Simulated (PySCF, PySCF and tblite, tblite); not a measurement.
**CF3SO3SiMe3 (C₄H₉F₃O₃SSi): conformers and averaged spectra**

Aim: find the conformers of CF3SO3SiMe3 (C₄H₉F₃O₃SSi) (`C[Si](C)(C)OS(=O)(=O)C(F)(F)F`), weigh them, and average their properties.

Programs: PySCF 2.14.0 with density-fitted response routines of our own, and tblite 0.8.0. All values are computed, except where a source is named. Atoms count from 0 throughout.

## Step 1: The molecule as given

21 atoms, charge 0, multiplicity 1; geometry from: MMFF94s geometry.

Bonds of the start (Å): C0–H12 1.09, C0–H13 1.09, C0–H14 1.11, C0–Si1 1.90, C2–H15 1.09, C2–H16 1.10, C2–H17 1.09, C3–H18 1.09, C3–H19 1.08, C3–H20 1.10, C8–F10 1.37, C8–F11 1.36, C8–F9 1.37, O4–S5 1.64, S5–C8 1.85, S5–O6 1.46, S5–O7 1.45, Si1–C2 1.87, Si1–C3 1.88, Si1–O4 1.68.

## Step 2: GFN2-xTB relaxation, conformer 1

Job settings and geometry (Å):

```
{"job": {"xc": "GFN2-xTB", "basis": "xTB", "kind": "relax"}, "charge": 0, "multiplicity": 1}
C     -1.875200    -0.254100     1.803200
Si    -0.863200     0.015000     0.219700
C     -1.349100    -1.346400    -0.967700
C     -1.381800     1.681900    -0.489900
O      0.756000     0.008000     0.657400
S      1.789600    -0.265800    -0.587300
O      1.564400     0.724600    -1.632200
O      1.760800    -1.680100    -0.895100
C      3.360500     0.126300     0.307400
F      3.547900    -0.676200     1.395700
F      3.371800     1.411100     0.770000
F      4.452800    -0.015100    -0.485000
H     -1.646100    -1.215500     2.266800
H     -1.666500     0.537900     2.527300
H     -2.955400    -0.224200     1.572200
H     -1.075600    -2.325500    -0.575200
H     -2.441400    -1.335400    -1.116400
H     -0.887200    -1.205700    -1.947300
H     -2.466500     1.709600    -0.612700
H     -0.905600     1.854900    -1.445800
H     -1.099300     2.491700     0.199700
```

Command:

```console
> OMP_NUM_THREADS=1 python ens_run.py task.json out
```

This one command runs the whole study; its stages follow in the order run.

Output:

```text
step      E/eV     max force
  0   -1212.49391    2.646
  1   -1212.78224    1.521
  2   -1212.82688    0.556
  3   -1212.84108    0.327
  4   -1212.85565    0.381
  5   -1212.86705    0.428
  6   -1212.88204    0.420
  7   -1212.89361    0.234
  8   -1212.89892    0.191
  9   -1212.90370    0.156
 10   -1212.90803    0.187
 11   -1212.91307    0.213
 12   -1212.91833    0.266
 13   -1212.92456    0.248
 14   -1212.93255    0.356
 15   -1212.94256    0.386
 16   -1212.95251    0.258
 17   -1212.95965    0.171
 18   -1212.96382    0.160
 19   -1212.96663    0.149
 20   -1212.96876    0.127
 21   -1212.97029    0.105
 22   -1212.97157    0.106
 23   -1212.97290    0.110
 24   -1212.97427    0.117
 25   -1212.97554    0.105
 26   -1212.97668    0.089
 27   -1212.97780    0.104
 28   -1212.97894    0.086
 29   -1212.98000    0.088
 30   -1212.98095    0.089
 31   -1212.98184    0.071
 32   -1212.98268    0.074
 33   -1212.98330    0.061
 34   -1212.98365    0.047
 35   -1212.98388    0.045
 36   -1212.98413    0.041
 37   -1212.98448    0.057
 38   -1212.98494    0.063
 39   -1212.98545    0.051
 40   -1212.98594    0.060
 41   -1212.98641    0.049
 42   -1212.98685    0.056
 43   -1212.98722    0.045
 44   -1212.98754    0.063
 45   -1212.98786    0.065
 46   -1212.98826    0.062
 47   -1212.98873    0.065
 48   -1212.98916    0.040
 49   -1212.98945    0.036
 50   -1212.98945    0.036
 51   -1212.98956    0.024
 52   -1212.98979    0.031
 53   -1212.98984    0.033
 54   -1212.98998    0.033
 55   -1212.99011    0.032
 56   -1212.99030    0.030
 57   -1212.99048    0.035
 58   -1212.99070    0.045
 59   -1212.99095    0.058
 60   -1212.99116    0.057
 61   -1212.99128    0.033
 62   -1212.99134    0.018
 63   -1212.99137    0.014
 64   -1212.99141    0.023
 65   -1212.99147    0.025
 66   -1212.99154    0.027
 67   -1212.99164    0.028
 68   -1212.99174    0.029
 69   -1212.99187    0.036
 70   -1212.99199    0.033
 71   -1212.99211    0.028
 72   -1212.99220    0.026
 73   -1212.99227    0.022
 74   -1212.99237    0.032
 75   -1212.99248    0.030
 76   -1212.99260    0.023
 77   -1212.99269    0.025
 78   -1212.99276    0.026
 79   -1212.99285    0.026
 80   -1212.99296    0.032
 81   -1212.99309    0.030
 82   -1212.99322    0.024
 83   -1212.99335    0.026
 84   -1212.99349    0.032
 85   -1212.99367    0.033
 86   -1212.99385    0.032
 87   -1212.99401    0.033
 88   -1212.99414    0.037
 89   -1212.99427    0.033
 90   -1212.99440    0.025
 91   -1212.99452    0.019
 92   -1212.99460    0.015
 93   -1212.99466    0.019
 94   -1212.99472    0.017
 95   -1212.99478    0.021
 96   -1212.99484    0.023
 97   -1212.99492    0.026
 98   -1212.99505    0.038
 99   -1212.99524    0.038
100   -1212.99543    0.031
101   -1212.99556    0.022
102   -1212.99563    0.020
103   -1212.99569    0.024
104   -1212.99575    0.020
105   -1212.99585    0.017
106   -1212.99592    0.020
107   -1212.99597    0.018
108   -1212.99601    0.013
109   -1212.99604    0.009
110   -1212.99606    0.007
111   -1212.99607    0.007
112   -1212.99608    0.008
113   -1212.99611    0.013
114   -1212.99614    0.019
115   -1212.99619    0.019
116   -1212.99623    0.015
117   -1212.99626    0.011
118   -1212.99628    0.016
119   -1212.99631    0.019
120   -1212.99633    0.015
121   -1212.99636    0.009
122   -1212.99637    0.009
123   -1212.99640    0.018
124   -1212.99644    0.024
125   -1212.99648    0.020
126   -1212.99650    0.015
127   -1212.99652    0.013
128   -1212.99655    0.018
129   -1212.99660    0.032
130   -1212.99669    0.041
131   -1212.99679    0.034
132   -1212.99687    0.017
133   -1212.99690    0.011
134   -1212.99692    0.013
135   -1212.99693    0.012
136   -1212.99694    0.005
137   -1212.99695    0.004
138   -1212.99695    0.006
139   -1212.99695    0.009
140   -1212.99696    0.009
141   -1212.99697    0.005
142   -1212.99698    0.005
143   -1212.99698    0.006
144   -1212.99699    0.007
145   -1212.99700    0.006
146   -1212.99702    0.009
147   -1212.99703    0.009
148   -1212.99705    0.011
149   -1212.99707    0.012
150   -1212.99709    0.010
151   -1212.99710    0.007
152   -1212.99710    0.006
153   -1212.99711    0.004
```

It took 2.3 s on 1 thread of Intel Xeon Platinum 8375C at 2.90GHz, shared host.

The energy fell by 0.503 eV, and the atoms moved 0.29 Å (root mean square).

**GFN2-xTB relaxation, conformer 2**

Job settings and geometry (Å):

```
{"job": {"xc": "GFN2-xTB", "basis": "xTB", "kind": "relax"}, "charge": 0, "multiplicity": 1}
C     -2.483500     0.951600     0.207700
Si    -0.683600     0.406900     0.065200
C     -0.019700     1.112300    -1.526500
C      0.233000     1.260000     1.487200
O     -0.624600    -1.250800     0.281500
S      0.450900    -2.139900    -0.572600
O      0.454200    -1.718400    -1.966000
O      0.143600    -3.523200    -0.263900
C      2.056200    -1.694900     0.268700
F      1.920900    -1.644500     1.629400
F      2.513600    -0.471200    -0.122600
F      3.041200    -2.588000    -0.001400
H     -2.919200     0.636800     1.176000
H     -2.559800     2.042800     0.136000
H     -3.084200     0.519500    -0.597300
H     -0.578400     0.717600    -2.376800
H     -0.153100     2.206700    -1.532600
H      1.034600     0.901900    -1.663800
H      0.085100     2.338500     1.453700
H      1.312000     1.052900     1.456000
H     -0.148200     0.900400     2.461700
```

Output:

```text
step      E/eV     max force
  0   -1212.34687    3.154
  1   -1212.67355    1.520
  2   -1212.72783    0.752
  3   -1212.75113    0.585
  4   -1212.78043    0.476
  5   -1212.79868    0.477
  6   -1212.81753    0.263
  7   -1212.82731    0.280
  8   -1212.83633    0.206
  9   -1212.84114    0.150
 10   -1212.84547    0.192
 11   -1212.85019    0.289
 12   -1212.85637    0.321
 13   -1212.86412    0.265
 14   -1212.87340    0.241
 15   -1212.88293    0.216
 16   -1212.89079    0.180
 17   -1212.89609    0.212
 18   -1212.89963    0.177
 19   -1212.90241    0.127
 20   -1212.90486    0.143
 21   -1212.90699    0.112
 22   -1212.90864    0.094
 23   -1212.90971    0.069
 24   -1212.91035    0.050
 25   -1212.91083    0.055
 26   -1212.91131    0.055
 27   -1212.91183    0.073
 28   -1212.91235    0.065
 29   -1212.91291    0.061
 30   -1212.91361    0.082
 31   -1212.91450    0.082
 32   -1212.91542    0.074
 33   -1212.91610    0.058
 34   -1212.91656    0.045
 35   -1212.91695    0.048
 36   -1212.91734    0.057
 37   -1212.91770    0.049
 38   -1212.91800    0.043
 39   -1212.91832    0.049
 40   -1212.91874    0.051
 41   -1212.91927    0.062
 42   -1212.91988    0.066
 43   -1212.92052    0.077
 44   -1212.92129    0.078
 45   -1212.92231    0.091
 46   -1212.92348    0.097
 47   -1212.92439    0.064
 48   -1212.92488    0.050
 49   -1212.92521    0.047
 50   -1212.92556    0.063
 51   -1212.92596    0.067
 52   -1212.92632    0.042
 53   -1212.92654    0.033
 54   -1212.92654    0.033
 55   -1212.92660    0.021
 56   -1212.92673    0.035
 57   -1212.92678    0.038
 58   -1212.92685    0.037
 59   -1212.92700    0.023
 60   -1212.92708    0.025
 61   -1212.92723    0.027
 62   -1212.92734    0.028
 63   -1212.92743    0.024
 64   -1212.92749    0.018
 65   -1212.92756    0.020
 66   -1212.92763    0.021
 67   -1212.92770    0.017
 68   -1212.92778    0.018
 69   -1212.92788    0.023
 70   -1212.92799    0.026
 71   -1212.92809    0.026
 72   -1212.92817    0.024
 73   -1212.92826    0.023
 74   -1212.92837    0.028
 75   -1212.92853    0.035
 76   -1212.92872    0.038
 77   -1212.92893    0.037
 78   -1212.92914    0.034
 79   -1212.92932    0.031
 80   -1212.92943    0.020
 81   -1212.92948    0.021
 82   -1212.92952    0.018
 83   -1212.92957    0.019
 84   -1212.92967    0.028
 85   -1212.92981    0.031
 86   -1212.92997    0.033
 87   -1212.93009    0.031
 88   -1212.93019    0.029
 89   -1212.93032    0.038
 90   -1212.93052    0.043
 91   -1212.93074    0.036
 92   -1212.93090    0.025
 93   -1212.93097    0.025
 94   -1212.93102    0.025
 95   -1212.93108    0.023
 96   -1212.93115    0.019
 97   -1212.93121    0.019
 98   -1212.93127    0.021
 99   -1212.93135    0.024
100   -1212.93146    0.023
101   -1212.93157    0.025
102   -1212.93166    0.023
103   -1212.93174    0.022
104   -1212.93187    0.030
105   -1212.93209    0.047
106   -1212.93234    0.050
107   -1212.93253    0.031
108   -1212.93263    0.025
109   -1212.93271    0.030
110   -1212.93280    0.028
111   -1212.93295    0.026
112   -1212.93304    0.029
113   -1212.93315    0.022
114   -1212.93327    0.024
115   -1212.93344    0.028
116   -1212.93362    0.035
117   -1212.93382    0.038
118   -1212.93404    0.048
119   -1212.93411    0.059
120   -1212.93442    0.035
121   -1212.93457    0.024
122   -1212.93476    0.022
123   -1212.93484    0.031
124   -1212.93492    0.019
125   -1212.93496    0.016
126   -1212.93500    0.016
127   -1212.93504    0.017
128   -1212.93512    0.022
129   -1212.93521    0.024
130   -1212.93534    0.028
131   -1212.93554    0.032
132   -1212.93583    0.045
133   -1212.93619    0.050
134   -1212.93653    0.045
135   -1212.93682    0.036
136   -1212.93709    0.041
137   -1212.93724    0.073
138   -1212.93766    0.051
139   -1212.93801    0.035
140   -1212.93842    0.029
141   -1212.93858    0.027
142   -1212.93873    0.023
143   -1212.93883    0.030
144   -1212.93895    0.030
145   -1212.93912    0.030
146   -1212.93934    0.030
147   -1212.93947    0.024
148   -1212.93964    0.029
149   -1212.93981    0.032
150   -1212.94001    0.030
151   -1212.94025    0.031
152   -1212.94053    0.037
153   -1212.94089    0.055
154   -1212.94058    0.106
155   -1212.94155    0.045
156   -1212.94180    0.040
157   -1212.94225    0.030
158   -1212.94238    0.034
159   -1212.94295    0.053
160   -1212.94340    0.058
161   -1212.94402    0.072
162   -1212.94483    0.071
163   -1212.94171    0.296
164   -1212.94657    0.078
165   -1212.94764    0.069
166   -1212.94540    0.382
167   -1212.95118    0.071
168   -1212.95264    0.054
169   -1212.94892    0.429
170   -1212.95556    0.057
171   -1212.95716    0.068
172   -1212.95501    0.447
173   -1212.96111    0.082
174   -1212.96275    0.070
175   -1212.96390    0.207
176   -1212.96583    0.077
177   -1212.96651    0.073
178   -1212.96840    0.126
179   -1212.96955    0.066
180   -1212.97129    0.066
181   -1212.97354    0.084
182   -1212.97449    0.108
183   -1212.97582    0.087
184   -1212.97785    0.096
185   -1212.97901    0.071
186   -1212.97992    0.063
187   -1212.98076    0.062
188   -1212.98151    0.077
189   -1212.98238    0.081
190   -1212.98349    0.081
191   -1212.98466    0.095
192   -1212.98536    0.059
193   -1212.98576    0.041
194   -1212.98606    0.041
195   -1212.98634    0.051
196   -1212.98664    0.039
197   -1212.98695    0.039
198   -1212.98730    0.045
199   -1212.98765    0.043
200   -1212.98797    0.044
201   -1212.98830    0.040
202   -1212.98870    0.043
203   -1212.98921    0.062
204   -1212.98979    0.065
205   -1212.99032    0.048
206   -1212.99079    0.056
207   -1212.99128    0.066
208   -1212.99187    0.066
209   -1212.99250    0.054
210   -1212.99313    0.052
211   -1212.99374    0.049
212   -1212.99432    0.067
213   -1212.99479    0.080
214   -1212.99519    0.055
215   -1212.99565    0.048
216   -1212.99626    0.037
217   -1212.99659    0.034
218   -1212.99696    0.038
219   -1212.99723    0.037
220   -1212.99750    0.035
221   -1212.99774    0.036
222   -1212.99795    0.027
223   -1212.99816    0.026
224   -1212.99831    0.029
225   -1212.99857    0.038
226   -1212.99886    0.046
227   -1212.99918    0.034
228   -1212.99946    0.032
229   -1212.99975    0.036
230   -1213.00002    0.034
231   -1213.00027    0.034
232   -1213.00046    0.029
233   -1213.00062    0.030
234   -1213.00078    0.027
235   -1213.00096    0.022
236   -1213.00111    0.021
237   -1213.00123    0.019
238   -1213.00129    0.016
239   -1213.00132    0.011
240   -1213.00135    0.009
241   -1213.00138    0.007
242   -1213.00139    0.007
243   -1213.00141    0.008
244   -1213.00144    0.010
245   -1213.00146    0.011
246   -1213.00149    0.009
247   -1213.00151    0.013
248   -1213.00154    0.013
249   -1213.00157    0.014
250   -1213.00160    0.014
251   -1213.00163    0.014
252   -1213.00167    0.015
253   -1213.00171    0.017
254   -1213.00175    0.018
255   -1213.00180    0.017
256   -1213.00185    0.015
257   -1213.00190    0.013
258   -1213.00193    0.012
259   -1213.00196    0.013
260   -1213.00199    0.010
261   -1213.00201    0.010
262   -1213.00204    0.009
263   -1213.00205    0.009
264   -1213.00207    0.010
265   -1213.00208    0.008
266   -1213.00209    0.006
267   -1213.00210    0.005
268   -1213.00210    0.004
269   -1213.00211    0.005
270   -1213.00211    0.004
```

Run time: 4.1 s. Hardware: 1 thread of Intel Xeon Platinum 8375C at 2.90GHz, shared host.

Relaxing gained 0.655 eV and moved the atoms by 0.89 Å on average (rms).

## Step 3: Shieldings, conformer 1: PBE0/6-31G*

Job settings and geometry (Å):

```
{"job": {"xc": "PBE0", "basis": "6-31G*", "kind": "nmr", "pop": true}, "charge": 0, "multiplicity": 1}
C     -1.775691    -0.303726     1.895125
Si    -0.994131    -0.012324     0.190361
C     -1.400684    -1.351931    -1.089720
C     -1.182173     1.760510    -0.465748
O      0.656453    -0.188002     0.588593
S      1.647510    -0.465357    -0.537750
O      1.382719     0.328403    -1.685521
O      1.884637    -1.853945    -0.697156
C      3.135531     0.278273     0.313845
F      3.377043    -0.344885     1.462353
F      2.890573     1.559827     0.579471
F      4.227532     0.209318    -0.440661
H     -1.616061    -1.319521     2.245285
H     -1.364736     0.367499     2.643456
H     -2.845025    -0.133143     1.848260
H     -1.046632    -2.324235    -0.752963
H     -2.462936    -1.436288    -1.299846
H     -0.887954    -1.133525    -2.023602
H     -2.203032     1.980511    -0.762278
H     -0.539122     1.905696    -1.330950
H     -0.892739     2.493787     0.284281
```

Output:

```text
coarse grid: 19688 points
cycle   1  E = -1369.3420683270  dE =  2.661e+00  |g| = 1.555e+00  |ddm| = 4.601e+00
cycle   2  E = -1368.4044080970  dE =  9.377e-01  |g| = 2.777e+00  |ddm| = 3.251e+00
cycle   3  E = -1369.7847221534  dE = -1.380e+00  |g| = 2.906e-01  |ddm| = 2.296e+00
cycle   4  E = -1369.7986358043  dE = -1.391e-02  |g| = 1.429e-01  |ddm| = 3.451e-01
cycle   5  E = -1369.8021045966  dE = -3.469e-03  |g| = 4.105e-02  |ddm| = 1.279e-01
cycle   6  E = -1369.8024627316  dE = -3.581e-04  |g| = 6.477e-03  |ddm| = 3.725e-02
cycle   7  E = -1369.8024718244  dE = -9.093e-06  |g| = 1.858e-03  |ddm| = 6.886e-03
final grid: 185288 points
cycle   8  E = -1369.7241197783  dE = -3.169e-05  |g| = 1.256e-02  |ddm| = 2.783e-02
cycle   9  E = -1369.7240998564  dE =  1.992e-05  |g| = 1.630e-02  |ddm| = 2.323e-02
cycle  10  E = -1369.7241542314  dE = -5.437e-05  |g| = 2.283e-03  |ddm| = 1.317e-02
cycle  11  E = -1369.7241552680  dE = -1.037e-06  |g| = 3.417e-04  |ddm| = 2.054e-03
cycle  12  E = -1369.7241552843  dE = -1.630e-08  |g| = 1.888e-04  |ddm| = 4.126e-04
cycle  13  E = -1369.7241552909  dE = -6.577e-09  |g| = 3.280e-05  |ddm| = 1.590e-04
cycle  14  E = -1369.7241552911  dE = -1.942e-10  |g| = 1.218e-05  |ddm| = 3.380e-05
converged SCF energy = -1369.7241552911

GIAO shielding tensors (ppm)
atom      isotropic    diamagn.    paramagn.     s11        s22        s33       span
  0 C      195.099     252.892     -57.792    187.665    194.155    203.478     15.813
  1 Si     376.092     884.133    -508.041    363.382    378.734    386.159     22.776
  2 C      193.637     255.609     -61.972    184.774    195.541    200.597     15.823
  3 C      194.329     254.784     -60.454    185.883    194.454    202.652     16.769
  4 O      167.198     409.882    -242.684    112.234    136.505    252.855    140.621
  5 S      281.578    1052.588    -771.010    155.410    228.155    461.170    305.760
  6 O      150.616     399.768    -249.152    119.070    147.464    185.313     66.243
  7 O      147.964     395.315    -247.351    115.796    145.839    182.257     66.460
  8 C       72.721     258.075    -185.354     65.083     76.378     76.702     11.619
  9 F      277.858     473.848    -195.991    219.096    256.989    357.489    138.393
 10 F      277.262     476.798    -199.536    217.928    255.036    358.823    140.895
 11 F      283.559     467.962    -184.402    222.671    265.335    362.672    140.001
 12 H       31.911      31.296       0.615     27.473     29.914     38.348     10.874
 13 H       31.941      31.629       0.312     27.441     30.144     38.238     10.797
 14 H       32.443      30.153       2.290     28.038     29.591     39.699     11.661
 15 H       31.535      32.100      -0.564     27.181     30.149     37.276     10.095
 16 H       32.179      30.684       1.495     27.683     28.881     39.972     12.289
 17 H       31.259      32.377      -1.118     26.313     31.305     36.160      9.847
 18 H       32.364      30.939       1.425     27.994     29.209     39.889     11.895
 19 H       31.087      32.607      -1.520     25.528     31.328     36.405     10.876
 20 H       31.947      32.276      -0.328     28.139     29.591     38.111      9.972
```

Run time: 64 s. Hardware: 1 thread of Intel Xeon Platinum 8375C at 2.90GHz, shared host; peak memory 0.98 GiB.

Key values: HOMO -8.70 eV, LUMO 1.09 eV; dipole 3.89 D.

The fields below are evaluated on a grid from the run's orbitals.

Frontier orbitals at PBE0/6-31G*, with the share of their density that lies nearest to each atom:

| orbital | energy (eV) | lies on |
| --- | --- | --- |
| HOMO | -8.70 | C3 18 %; O4, O6, O7 about 16 % each; Si1 9 % |
| LUMO | 1.09 | Si1 30 %; O4 11 %; H14, H16, H18 about 7 % each |

ELF in a plane through or near 6 of the atoms.

Ten even steps from '0' (0.00) to '9' (1.00):
```
0000000000000000000000000000
0000000000000000000000000000
0000000000000000000000000000
0000000000000000000000000000
0000000120000000000000000000
0000003775100000000000000000
0000004887200000000110000000
0000001774026312331132000000
0002543352058630153121000000
0005867158467837812000000000
0004827488146626612000000000
0002686032724127883000000000
0000243024233028876640000000
0000000024531035559991000000
0000000035530036479991000000
0000000014420024446860000000
0000000000100001111200000000
0000000000000000000000000000
0000000000000000000000000000
0000000000000000000000000000
```
The map spans 13.7 Å across and 9.7 Å up, centred on the molecule. Atoms in the plane (x, y in Å): Si1 (1.0, 0.1), C2 (1.4, -1.8), S5 (-1.7, -0.7), C8 (-3.1, 0.4), F11 (-4.3, -0.1), H16 (2.4, -2.0).

On the surface of density 0.002 e/bohr³ the electrostatic potential runs, from the 1st to the 99th percentile, from -1.27 V near O7 to 1.15 V near H14.

[end of part 1 of 2]
